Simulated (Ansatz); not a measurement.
**CH₇B₂NOSi: up Jacob's ladder to CCSD(T)**

How much do the methods differ for CH₇B₂NOSi? The plan is to run it at one geometry with functionals of several rungs and with coupled cluster, and see how far each lands from CCSD(T) at the basis-set limit for the atomisation energy.

Program: Ansatz 0.2.0, Gaussian basis. Level of theory: functionals in def2-TZVPP, the program's frozen cores in correlated methods. These are calculated values, not measurements.

Plan: LDA (SPW92), PBE-D4, revPBE-D4, BLYP-D4, r2SCAN-D4, B97M-V, PBE0-D4, B3LYP-D4, r2SCANh-D4, r2SCAN0-D4, HSE06-D4, BHLYP-D4, CAM-B3LYP-D4, LC-ωPBE, ωB97X-V, ωB97M-V, B2PLYP, PBE-QIDH; CCSD(T)/def2-SVP; CCSD(T)/def2-TZVPP; MP2/def2-QZVPP; extrapolation to the limit; RPA on PBE.

### 1 The relaxed structure

The geometry comes from an earlier relaxation with PBE0-D4 in a triple-zeta def2 set; it is a stationary point, not always the lowest conformer.

13 atoms, charge 0, spin multiplicity 1.

Atoms are counted from 1 here; the program's logs count them from 0.

Bond lengths: B1–B2 1.685 Å, B1–H7 1.197 Å, B1–H8 1.197 Å, B2–O3 1.399 Å, B2–N5 1.435 Å, O3–C4 1.428 Å, C4–N5 1.458 Å, C4–H9 1.095 Å, C4–H10 1.095 Å, N5–Si6 1.719 Å, Si6–H11 1.484 Å, Si6–H12 1.488 Å, Si6–H13 1.488 Å. Angles: B2–B1–H7 121.9°, B2–B1–H8 121.9°, H7–B1–H8 116.3°, B1–B2–O3 129.4°, B1–B2–N5 135.2°, O3–B2–N5 95.3°, B2–O3–C4 87.0°, O3–C4–N5 93.1°, O3–C4–H9 111.6°, O3–C4–H10 111.5°, N5–C4–H9 114.5°, N5–C4–H10 114.5°, H9–C4–H10 110.6°, B2–N5–C4 84.5°, B2–N5–Si6 141.6°, C4–N5–Si6 133.9°, N5–Si6–H11 106.5°, N5–Si6–H12 111.4° and more.

Coordinates:

```xyz
13
CH7B2NOSi
B    -0.4611   -0.6749   -2.3089
B     0.0831    0.2893   -1.0382
O     0.6926    1.5484   -1.0755
C     0.7446    1.4823    0.3495
N     0.1099    0.1704    0.3915
Si   -0.3362   -0.8973    1.6622
H     0.2454   -1.4866   -2.8340
H    -1.5781   -0.5924   -2.7318
H     1.7762    1.4990    0.7156
H     0.1596    2.2845    0.8109
H    -0.9516   -2.0846    1.0190
H    -1.3104   -0.2614    2.5898
H     0.8463   -1.3114    2.4647
```

### 2 LDA

This LDA is Slater exchange with PW92 correlation.

in.yaml

```yaml
crystal:
  periodic: [false, false, false]
  atoms:
    - {symbol: B, position_ang: [-0.461094, -0.674940, -2.308943]}
    - {symbol: B, position_ang: [0.083052, 0.289297, -1.038160]}
    - {symbol: O, position_ang: [0.692640, 1.548418, -1.075502]}
    - {symbol: C, position_ang: [0.744619, 1.482338, 0.349522]}
    - {symbol: N, position_ang: [0.109924, 0.170403, 0.391497]}
    - {symbol: Si, position_ang: [-0.336170, -0.897258, 1.662170]}
    - {symbol: H, position_ang: [0.245403, -1.486561, -2.833989]}
    - {symbol: H, position_ang: [-1.578147, -0.592358, -2.731817]}
    - {symbol: H, position_ang: [1.776241, 1.499039, 0.715557]}
    - {symbol: H, position_ang: [0.159580, 2.284468, 0.810851]}
    - {symbol: H, position_ang: [-0.951632, -2.084629, 1.019037]}
    - {symbol: H, position_ang: [-1.310364, -0.261371, 2.589821]}
    - {symbol: H, position_ang: [0.846347, -1.311445, 2.464655]}
basis:
  gaussian: {orbitals: def2-TZVPP}
hamiltonian: {xc: lda}
output: {orbitals: {seedname: orbitals}}
```

Further steps of the session: PBE-D4 (GGA); revPBE-D4 (GGA); BLYP-D4 (GGA); r2SCAN-D4 (meta-GGA); B97M-V (meta-GGA); PBE0-D4 (hybrid); B3LYP-D4 (hybrid); r2SCANh-D4 (hybrid); r2SCAN0-D4 (hybrid); HSE06-D4 (hybrid); BHLYP-D4 (hybrid); CAM-B3LYP-D4 (range-separated); LC-ωPBE (range-separated); ωB97X-V (range-separated); ωB97M-V (range-separated); B2PLYP (double hybrid); PBE-QIDH (double hybrid); CCSD(T) in def2-SVP; CCSD(T) in def2-TZVPP; MP2 in def2-QZVPP; RPA on PBE orbitals.

Before running them: what should the planned runs give, taken together? Wanted: atomisation energy, CCSD(T)/CBS; farthest beyond LDA; mean size of error, GGA; mean size of error, meta-GGA; mean size of error, hybrid; mean size of error, range-separated; mean size of error, double hybrid; gap, smallest and largest; T1 diagnostic.

As calculated:

```
                               quantity                                             value
        atomisation energy, CCSD(T)/CBS                                     4839.3 kJ/mol
 functionals within 24.2 kJ/mol (0.5 %)  revPBE-D4, BLYP-D4, r2SCANh-D4, B2PLYP, PBE-QIDH
                    farthest beyond LDA                            PBE-D4 (+111.8 kJ/mol)
                mean size of error, GGA                                       47.0 kJ/mol
           mean size of error, meta-GGA                                       38.1 kJ/mol
             mean size of error, hybrid                                       39.7 kJ/mol
    mean size of error, range-separated                                       47.1 kJ/mol
      mean size of error, double hybrid                                       13.6 kJ/mol
              gap, smallest and largest         3.05 eV (LDA (SPW92)), 10.72 eV (LC-ωPBE)
                          T1 diagnostic                                            0.0133
triples share of the correlation energy                                             3.9 %
```

What this shows: The LDA atomisation energy is off by 710.5 kJ/mol (15 %): it overbinds. PBE-D4 misses by +111.8 kJ/mol. Double hybrids carry the basis error of their MP2 part in triple zeta, and no dispersion term here, so their miss is partly the set-up's. Taken by rung, double hybrid functionals do best (13.6 kJ/mol on average) and range-separated ones worst beyond LDA (47.1 kJ/mol). Misses under about 24.2 kJ/mol are within the doubt on the reference itself, which lacks core-valence correlation, relativity and higher excitations. Hartree-Fock recovers 74 % of the binding; the rest is correlation. CCSD(T) in def2-SVP is off by -248.8 kJ/mol, so the small basis spoils what the method gains. Orbital gaps span 3.1 to 10.7 eV; exact exchange widens them.
